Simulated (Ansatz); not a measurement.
# B2Te: a trial structure relaxed

Where does this trial cell of B2Te go when cell and atoms are let free?

Program: Ansatz 0.2.0. Level of theory: DFT PBE, scalar-relativistic, plane waves, PAW. These are calculated values, not measurements.

## 1. The starting structure

Symmetry: P4/mmm, No. 123, tetragonal system. Conventional cell: a = 4.560 Å, b = 4.560 Å, c = 2.130 Å, α = 90.00°, β = 90.00°, γ = 90.00°. B (site symmetry mmm) has 2 B at 2.13 Å and 2 Te at 2.28 Å as nearest neighbours. Around Te (site symmetry 4/mmm) lie 2 Te at 2.13 Å and 4 B at 2.28 Å.

As a file:

```
CELL_PARAMETERS angstrom
4.55996 0.00000 0.00000
0.00000 4.55996 0.00000
0.00000 0.00000 2.13023
ATOMIC_POSITIONS crystal
B 0.00000 0.50000 0.00000
B 0.50000 0.00000 0.00000
Te 0.00000 0.00000 0.00000
```

A structure generator made this guess: 4-, 6-connected net, elements by coordination (P4/mmm, No. 123). Lengths come from tabulated atomic sizes and are only a guess.

## 2. A first look at the guess

The input, input.yaml:

```yaml
crystal:
  lattice:
    - [4.5599579, 0.0, 0.0]
    - [0.0, 4.5599579, 0.0]
    - [0.0, 0.0, 2.13022807]
  atoms:
    - { symbol: B, position: [0.0, 0.5, 0.0] }
    - { symbol: B, position: [0.5, 0.0, 0.0] }
    - { symbol: Te, position: [0.0, 0.0, 0.0] }
basis:
  ecutwfc: 420
kpoints:
  mp_grid: { grid: [4, 4, 8] }
hamiltonian:
  xc: pbe
scf:
  occupations: { method: gaussian, width: 0.1 }
  lower_state_search: "off"
output:
  forces: true
  stress: true
  eigenvalues: true
```

Started as:

```console
> ansatz run input.yaml --threads 1 --pin off --max-ram 2560MiB --backend cpu --events-out ev --progress --plain --runs-dir out
```

Further runs follow: a loose first relaxation; relaxation on the finer mesh.

Before running it: what results should come out? Wanted: conventional cell; volume; energy over the elements; gap on the mesh.

The runs gave:

| quantity | value |
| --- | --- |
| symmetry at the end (tolerance 0.05 Å) | space group P4/mmm (No. 123) |
| conventional cell | a = 4.653 Å, b = 4.653 Å, c = 2.749 Å, α = 90.00°, β = 90.00°, γ = 90.00° |
| volume | 19.84 Å³/atom |
| energy over the elements | +2.45 eV/atom |
| gap on the mesh | none (metal) |

**Reading.** The space group P4/mmm (No. 123) is kept, and the volume per atom grows by 34.4 % from the first guess. The formation energy is positive, so the separate elements lie lower. No finished test with a distortion of lower symmetry is shown, so the end may be a saddle point. The runs treat Te without spin-orbit coupling.
